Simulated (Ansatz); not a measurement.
# CdCo3B: magnetic states

The task here is to estimate one member of a computed series from the others.

Computed with Ansatz 0.2.0 (DFT PBE, scalar-relativistic, plane waves, PAW, unless a step's input says otherwise).

1 further run of the same task is left out (it didn't finish).

**Starting point**

It takes space group Pm-3m (No. 221, cubic). Conventional cell: a = 3.898 Å, b = 3.898 Å, c = 3.898 Å, α = 90.00°, β = 90.00°, γ = 90.00°. Cd (site symmetry m-3m) is surrounded by 12 Co at 2.76 Å. Around B (site symmetry m-3m) lie 6 Co at 1.95 Å. Co (site symmetry 4/mmm) is surrounded by 2 B at 1.95 Å.

As a file:

```xyz
5
Lattice="3.8980 0.0000 0.0000 0.0000 3.8980 0.0000 0.0000 0.0000 3.8980" Properties=species:S:1:pos:R:3 pbc="T T T"
Cd    0.0000    0.0000    0.0000
B     1.9490    1.9490    1.9490
Co    1.9490    1.9490    0.0000
Co    1.9490    0.0000    1.9490
Co    0.0000    1.9490    1.9490
```

The structure is invented: a known structure type filled with these elements, not a reported compound.

Set-up of the first run:

(A quick probe on a coarse mesh, which set the mesh and smearing, is not shown.)

Contents of input.yaml:

```yaml
crystal:
  lattice:
    - [3.897991633, 0.0, 0.0]
    - [0.0, 3.897991633, 0.0]
    - [0.0, 0.0, 3.897991633]
  atoms:
    - { symbol: Cd, position: [0.0, 0.0, 0.0] }
    - { symbol: B, position: [0.5, 0.5, 0.5] }
    - { symbol: Co, position: [0.5, 0.5, 0.0], spin: 0.82 }
    - { symbol: Co, position: [0.5, 0.0, 0.5], spin: 0.82 }
    - { symbol: Co, position: [0.0, 0.5, 0.5], spin: 0.82 }
basis:
  ecutwfc: 420
kpoints:
  mp_grid: { grid: [10, 10, 10] }
hamiltonian:
  xc: pbe
scf:
  occupations: { method: gaussian, width: 0.1 }
output:
  forces: true
  stress: true
  eigenvalues: true
  populations: true
  write_density: true
  write_potential: true
  elf: true
  volumetric_format: npy
magnetization:
  spin_polarized: true
relax:
  adjacent_minimum: "off"
  f_tol: 0.01
  max_steps: 80
  cell: { stress_tol: 0.05 }
```

The run is started by

```sh
$ ansatz run input.yaml --threads 1 --pin off --max-ram 2560MiB --backend cpu --events-out ev --progress --plain --runs-dir out
```

Steps of the session up to this table: Relaxing cell and atoms; Magnetic start: no spin polarisation; Start: ferromagnetic; Magnetic start: large parallel starting moments; Start: ferrimagnetic in the cell, signs ++-; Magnetic start: antiferromagnetic, doubled cell, propagation vector (0, 0, 1/2); Start: antiferromagnetic, doubled cell, propagation vector (0, 1/2, 1/2); Magnetic start: antiferromagnetic, doubled cell, propagation vector (1/2, 1/2, 1/2); Magnetic start: small parallel starting moments.

One table of the session follows, with a row left open; its other results are not shown here.

It belongs to the step «The magnetic starts in order of energy». 

```
                                                              start  energy above the lowest (meV/atom)
                                                      ferromagnetic                                0.00
                                    large parallel starting moments                                0.00
                               ferrimagnetic in the cell, signs ++-                                0.00
                                    small parallel starting moments                                0.00
antiferromagnetic, doubled cell, propagation vector (1/2, 1/2, 1/2)                                   ?
    antiferromagnetic, doubled cell, propagation vector (0, 0, 1/2)                                20.2
  antiferromagnetic, doubled cell, propagation vector (0, 1/2, 1/2)                                22.6
                                                            no spin                                33.6
```

Q: Estimate the row for antiferromagnetic, doubled cell, propagation vector (1/2, 1/2, 1/2) from the others.

**Answer.** energy above the lowest (meV/atom): 19.0. In the column «energy above the lowest (meV/atom)» it lies between small parallel starting moments (0.00) and antiferromagnetic, doubled cell, propagation vector (0, 0, 1/2) (20.2).

Caveats from the session: Warnings in the runs' records: seeded moment not kept.
